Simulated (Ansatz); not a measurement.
# GeH5NSn: the cost of one run

Program: the Python package of Ansatz 0.2.0. Level of theory: B3LYP+D4/def2-SVP. These are calculated values, not measurements.

**1. The structure**

Bond lengths: N1–Ge2 1.873 Å, N1–Sn3 1.979 Å, Ge2–Sn3 2.583 Å, N1–H4 1.002 Å, Ge2–H5 1.561 Å, Ge2–H6 1.553 Å, Sn3–H7 1.791 Å, Sn3–H8 1.716 Å. Angles (14 of 15 angles, heavy atoms first): N1–Ge2–Sn3 49.7°, Ge2–N1–Sn3 84.2°, N1–Sn3–Ge2 46.2°, N1–Ge2–H5 110.5°, N1–Ge2–H6 113.0°, Sn3–Ge2–H5 116.1°, Sn3–Ge2–H6 117.0°, Ge2–N1–H4 103.4°, Sn3–N1–H4 107.2°, N1–Sn3–H7 110.2°, N1–Sn3–H8 112.7°, Ge2–Sn3–H7 116.3°, Ge2–Sn3–H8 117.9°, H5–Ge2–H6 125.3°.

The script holds or builds the structure itself.

**2. The code**

The input, pa_geh5nsn.py:

```python
import logging
import sys
import warnings

import ansatz as az
import numpy as np

logging.basicConfig(stream=sys.stdout, format="%(levelname)s:%(name)s:%(message)s")
logger = logging.getLogger("geh5nsn")
logger.setLevel(logging.INFO)


def main() -> None:
    warnings.simplefilter("ignore", az.DeckWarning)

    geometry = (
        az.Crystal.molecule()
        .atom("N", [-0.5919, -0.3139, -0.8815])
        .atom("Ge", [-0.1766, 1.3143, -0.0531])
        .atom("Sn", [0.7385, -1.0624, 0.3778])
        .atom("H", [-1.5, -0.5338, -0.5188])
        .atom("H", [0.6691, 2.2139, -1.008])
        .atom("H", [-1.3012, 1.818, 0.8927])
        .atom("H", [2.2368, -1.5072, -0.497])
        .atom("H", [0.0174, -1.9859, 1.6321])
    )

    model = geometry.calculation()
    model = model.basis(gaussian="def2-SVP")
    model = model.functional("b3lyp", dispersion="d4")
    symbols = [site.symbol for site in geometry.cartesian_sites]
    start = np.array([site.position_ang for site in geometry.cartesian_sites], dtype=float)
    data = model.relax(force_tolerance=0.01, max_steps=100).run().report
    end = np.array(data["positions_ang"])

    away = sum((end[0] - end[j]) / np.linalg.norm(end[0] - end[j]) for j in [1, 2, 3]) + np.array([0.15, 0.1, -0.2])
    proton = end[0] + 1.0 * away / np.linalg.norm(away)
    acid = az.Crystal.molecule()
    for symbol, place in zip(symbols, end):
        acid = acid.atom(symbol, place.tolist())
    acid = acid.atom("H", proton.tolist())
    protonated = (
        acid.calculation()
        .basis(gaussian="def2-SVP")
        .functional("b3lyp", dispersion="d4")
        .charge(1)
        .relax(force_tolerance=0.01, max_steps=80)
    )
    after = protonated.run().report
    xyz = np.array(after["positions_ang"])
    reach = np.linalg.norm(xyz[:-1] - xyz[-1], axis=1)
    logger.info(f"base {data['free_energy_ev']:.5f} eV, protonated {after['free_energy_ev']:.5f} eV")
    logger.info(f"the proton ends {reach.min():.3f} A from {symbols[reach.argmin()]}{reach.argmin()}")
    logger.info(f"electronic proton affinity {96.485332 * (data['free_energy_ev'] - after['free_energy_ev']):.1f} kJ/mol")


if __name__ == "__main__":
    main()
```

**3. The calls as engine input**

The engine receives this input (first run):

```yaml
crystal:
  periodic: [false, false, false]
  atoms:
    - { symbol: "N", position_ang: [-0.5919, -0.3139, -0.8815] }
    - { symbol: Ge, position_ang: [-0.1766, 1.3143, -0.0531] }
    - { symbol: Sn, position_ang: [0.7385, -1.0624, 0.3778] }
    - { symbol: H, position_ang: [-1.5, -0.5338, -0.5188] }
    - { symbol: H, position_ang: [0.6691, 2.2139, -1.008] }
    - { symbol: H, position_ang: [-1.3012, 1.818, 0.8927] }
    - { symbol: H, position_ang: [2.2368, -1.5072, -0.497] }
    - { symbol: H, position_ang: [0.0174, -1.9859, 1.6321] }
basis:
  gaussian:
    orbitals: def2-SVP
hamiltonian:
  xc: b3lyp
  dispersion: d4
relax:
  f_tol: 0.01
  max_steps: 100
```

**4. Launch**

Run with:

```
$ python pa_geh5nsn.py
```

**Question.** How long does this script take on 1 thread of Arm Neoverse V1, shared host, and how much memory does it need?

About 2 min, with a peak of 0.32 GiB.
